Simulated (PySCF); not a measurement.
# C5H7NO2: NMR shifts

Wanted: the NMR shifts of C5H7NO2 (`O=CNC1=COCC1`), by calculation.

Programs: PySCF 2.14.0, with density-fitted response routines of our own. Each step states its level of theory. These are calculated values for one molecule in the gas phase, unless marked as measured. Atoms are numbered from 0 throughout.

## 1. The starting structure

15 atoms, charge 0, multiplicity 1; geometry from: GFN2-xTB.

Bonds of the start (Å): O0–C1 1.20, C1–N2 1.35, N2–C3 1.39, C3–C4 1.33, C4–O5 1.36, O5–C6 1.43, C6–C7 1.54, C7–C3 1.51, C1–H8 1.11, N2–H9 1.01, C4–H10 1.07, C6–H11 1.09, C6–H12 1.09, C7–H13 1.09, C7–H14 1.09.

## 2. Shielding tensors: PBE0/pcSseg-1

What the job is given:

```
{"job": {"kind": "nmr", "xc": "PBE0", "basis": "pcSseg-1"}, "charge": 0, "multiplicity": 1}
O      1.794249    -1.617778    -1.155605
C      2.254835    -0.973660    -0.248260
N      1.589889    -0.091370     0.535319
C      0.238574     0.234422     0.436484
C     -0.434602     1.082225     1.214170
O     -1.751530     1.215021     0.888531
C     -2.012009     0.363134    -0.232219
C     -0.692130    -0.338300    -0.599820
H      3.318147    -1.039735     0.051644
H      2.095208     0.382562     1.269481
H     -0.106467     1.673900     2.048332
H     -2.792562    -0.345473     0.059685
H     -2.394753     0.987230    -1.044883
H     -0.756193    -1.423382    -0.520802
H     -0.355071    -0.100806    -1.608867
```

Method: GIAO PBE0/pcSseg-1 NMR shielding, non-relativistic, gas phase.

Predict these results of the whole session: 13C shifts against TMS (PBE0/pcSseg-1); 1H shifts against TMS (PBE0/pcSseg-1, means over atoms taken as alike); 17O shifts against H2O (PBE0/pcSseg-1); 15N shifts against NH3 (PBE0/pcSseg-1).

The runs gave:

| quantity | value |
| --- | --- |
| 13C shifts against TMS (PBE0/pcSseg-1) | 157.1, 135.7, 123.6, 72.0, 35.8 ppm |
| 1H shifts against TMS (PBE0/pcSseg-1, means over atoms taken as alike) | 8.01, 6.12, 5.61, 4.56, 3.79 ppm |
| 17O shifts against H2O (PBE0/pcSseg-1) | 425.5, 90.4 ppm |
| 15N shifts against NH3 (PBE0/pcSseg-1) | 146.8 ppm |

The most deshielded carbon is C1 (amide carbonyl carbon), at 157.1 ppm: it is a carbonyl in resonance with an O or N lone pair, the region of acids, esters and amides. At PBE0/pcSseg-1: Shielding is most anisotropic at O0 (span 751 ppm, paramagnetic term -493 ppm).
